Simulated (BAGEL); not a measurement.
**HF/3-21G (density fitting with qzvpp-jkfit) run of CH5BN2 (SMILES B1NCN1)**

Aim: the energy change on altering one bond length of CH5BN2 at HF/3-21G (density fitting with qzvpp-jkfit), from 2 runs. 

Program for the calculation: BAGEL 1.2.2.

16 further runs of the same task are left out: 16 set aside as unsound or not needed.

## 1. The molecule

The species is CH5BN2 (9 atoms), meant as a singlet with charge 0. As SMILES, `B1NCN1`. The shape is that of a PBE0-D4/def2-TZVP optimisation.

Bond lengths: B1–N2 1.430 Å, N2–C3 1.458 Å, B1–N4 1.430 Å, C3–N4 1.458 Å, B1–H5 1.191 Å, N2–H6 1.003 Å, C3–H7 1.097 Å, C3–H8 1.097 Å, N4–H9 1.003 Å. Some angles: B1–N2–C3 88.7°, N2–B1–N4 92.5°, N2–C3–N4 90.2°, B1–N4–C3 88.7°, B1–N2–H6 135.4°, C3–N2–H6 124.3°, N2–B1–H5 133.7°, N4–B1–H5 133.8°, N2–C3–H7 113.7°, N2–C3–H8 114.4°.

## 2. The energy at HF/3-21G (density fitting with qzvpp-jkfit)

job.json reads:

```json
{ "bagel" : [

{
  "title" : "molecule",
  "basis" : "3-21g",
  "df_basis" : "qzvpp-jkfit",
  "angstrom" : "true",
  "geometry" : [
    { "atom" : "B", "xyz" : [   -0.538100,    0.903800,   -0.424200 ] },
    { "atom" : "N", "xyz" : [    0.763900,    0.350100,   -0.630900 ] },
    { "atom" : "C", "xyz" : [    0.430100,   -0.702400,    0.322000 ] },
    { "atom" : "N", "xyz" : [   -0.891500,   -0.116200,    0.513500 ] },
    { "atom" : "H", "xyz" : [   -1.109600,    1.851900,   -0.864600 ] },
    { "atom" : "H", "xyz" : [    1.686500,    0.722000,   -0.761500 ] },
    { "atom" : "H", "xyz" : [    0.420000,   -1.707100,   -0.117100 ] },
    { "atom" : "H", "xyz" : [    1.046900,   -0.704100,    1.228600 ] },
    { "atom" : "H", "xyz" : [   -1.719800,   -0.644400,    0.717000 ] }
  ]
},
{ "title" : "hf" },
{ "title" : "print", "file" : "orbitals.molden", "orbitals" : "true" }

]}
```

Run with:

```sh
$ BAGEL_NUM_THREADS=1 BAGEL job.json > job.out
```

What it wrote:

```text
* using 1 threads per process

  ===============================================================
  ===============================================================

  *** Geometry ***

  { "atom" : "B", "xyz" : [     -1.016862,      1.707934,     -0.801622 ] },
  { "atom" : "N", "xyz" : [      1.443562,      0.661593,     -1.192228 ] },
  { "atom" : "C", "xyz" : [      0.812771,     -1.327344,      0.608492 ] },
  { "atom" : "N", "xyz" : [     -1.684691,     -0.219586,      0.970374 ] },
  { "atom" : "H", "xyz" : [     -2.096840,      3.499584,     -1.633857 ] },
  { "atom" : "H", "xyz" : [      3.187023,      1.364382,     -1.439026 ] },
  { "atom" : "H", "xyz" : [      0.793685,     -3.225951,     -0.221287 ] },
  { "atom" : "H", "xyz" : [      1.978354,     -1.330556,      2.321718 ] },
  { "atom" : "H", "xyz" : [     -3.249951,     -1.217740,      1.354934 ] },

  Number of auxiliary basis functions:      394

  Since a DF basis is specified, we compute 2- and 3-index integrals:
    o Being stored without compression. Storage requirement is 0.007 GB

  Number of basis functions:       46
  Number of electrons      :       30

    * METHOD: MOLECULE                             0.11

  *** RHF ***

  === Nuclear Repulsion ===
   114.5976913755

      * DIIS with orbital gradients will be used.

  === RHF iteration (3-21g) ===
      0       -173.28774672          0.02762394           0.02
      1       -173.38350514          0.01327027           0.02
      2       -173.40769225          0.00184539           0.02
      3       -173.40845476          0.00017343           0.02
      4       -173.40846763          0.00004721           0.02
      5       -173.40846872          0.00001474           0.02
      6       -173.40846883          0.00000454           0.02
      7       -173.40846884          0.00000120           0.02
      8       -173.40846884          0.00000026           0.02
      9       -173.40846884          0.00000008           0.02
     10       -173.40846884          0.00000002           0.02
     11       -173.40846884          0.00000001           0.02
    * SCF iteration converged.

    * Permanent dipole moment:
           (   -0.265466,     0.440392,    -0.204875) a.u.

    * METHOD: HF                                   0.28

    * METHOD: PRINT                                0.01

  ===============================================================
```

Run time: 0.52 s. Hardware: 1 thread of Arm Neoverse V1, shared host.

## 3. The distorted shape at the same level

job.json reads:

```json
{ "bagel": [

{
  "title": "molecule",
  "basis": "3-21g",
  "df_basis": "qzvpp-jkfit",
  "angstrom": true,
  "geometry": [
    { "atom": "B", "xyz": [   -0.530020,    1.707544,   -0.072927 ] },
    { "atom": "N", "xyz": [    0.771980,    1.153844,   -0.279627 ] },
    { "atom": "C", "xyz": [    0.438180,    0.101344,    0.673273 ] },
    { "atom": "N", "xyz": [   -0.883420,    0.687544,    0.864773 ] },
    { "atom": "H", "xyz": [   -1.101520,    2.655644,   -0.513327 ] },
    { "atom": "H", "xyz": [    1.694580,    1.525744,   -0.410227 ] },
    { "atom": "H", "xyz": [    0.420000,   -1.707100,   -0.117100 ] },
    { "atom": "H", "xyz": [    1.054980,    0.099644,    1.579873 ] },
    { "atom": "H", "xyz": [   -1.711720,    0.159344,    1.068273 ] }
  ]
},
{ "title": "hf" },
{ "title": "print", "file": "orbitals.molden", "orbitals": true }

]}
```

Run with:

```sh
$ BAGEL_NUM_THREADS=1 BAGEL job.json > job.out
```

What it wrote:

```text
* using 1 threads per process

  ===============================================================
  ===============================================================

  *** Geometry ***

  { "atom" : "B", "xyz" : [     -1.001593,      3.226791,     -0.137812 ] },
  { "atom" : "N", "xyz" : [      1.458831,      2.180449,     -0.528418 ] },
  { "atom" : "C", "xyz" : [      0.828040,      0.191512,      1.272302 ] },
  { "atom" : "N", "xyz" : [     -1.669422,      1.299270,      1.634184 ] },
  { "atom" : "H", "xyz" : [     -2.081571,      5.018440,     -0.970047 ] },
  { "atom" : "H", "xyz" : [      3.202292,      2.883238,     -0.775217 ] },
  { "atom" : "H", "xyz" : [      0.793685,     -3.225951,     -0.221287 ] },
  { "atom" : "H", "xyz" : [      1.993623,      0.188300,      2.985527 ] },
  { "atom" : "H", "xyz" : [     -3.234682,      0.301117,      2.018743 ] },

  Number of auxiliary basis functions:      394

  Since a DF basis is specified, we compute 2- and 3-index integrals:
    o Being stored without compression. Storage requirement is 0.007 GB

  Number of basis functions:       46
  Number of electrons      :       30

    * METHOD: MOLECULE                             0.11

  *** RHF ***

  === Nuclear Repulsion ===
   112.0487651740

      * DIIS with orbital gradients will be used.

  === RHF iteration (3-21g) ===
      0       -173.15059624          0.02722387           0.02
      1       -173.24580584          0.01350282           0.02
      2       -173.27073292          0.00204824           0.02
      3       -173.27192004          0.00031637           0.02
      4       -173.27197158          0.00008830           0.02
      5       -173.27197416          0.00003577           0.02
      6       -173.27197453          0.00000833           0.02
      7       -173.27197456          0.00000166           0.02
      8       -173.27197456          0.00000078           0.02
      9       -173.27197456          0.00000023           0.02
     10       -173.27197456          0.00000007           0.02
     11       -173.27197456          0.00000003           0.02
     12       -173.27197456          0.00000001           0.02
    * SCF iteration converged.

    * Permanent dipole moment:
           (   -0.165480,    -0.356102,    -0.386873) a.u.

    * METHOD: HF                                   0.31

    * METHOD: PRINT                                0.01

  ===============================================================
```

Run time: 0.56 s. Hardware: 1 thread of Arm Neoverse V1, shared host.

## 4. Summary of results

Level: HF/3-21G (density fitting with qzvpp-jkfit).

```
                                                         quantity          value
                                        first shape: total energy  -173.40847 Eh
                                       first shape: dipole moment         1.41 D
                                         first shape: HOMO energy      -10.15 eV
                                         first shape: LUMO energy        5.53 eV
                                       first shape: HOMO–LUMO gap       15.68 eV
                                    distorted shape: total energy  -173.27197 Eh
                                   distorted shape: dipole moment         1.40 D
                                     distorted shape: HOMO energy       -9.01 eV
                                     distorted shape: LUMO energy        2.77 eV
                                   distorted shape: HOMO–LUMO gap       11.78 eV
energy change with the C3–H7 bond stretched from 1.097 to 1.974 Å       3.714 eV
```

In words: With the C3–H7 bond stretched from 1.097 to 1.974 Å the energy rises by 3.71 eV (358 kJ/mol). The first shape isn't relaxed at this level, so the change isn't measured from a minimum.
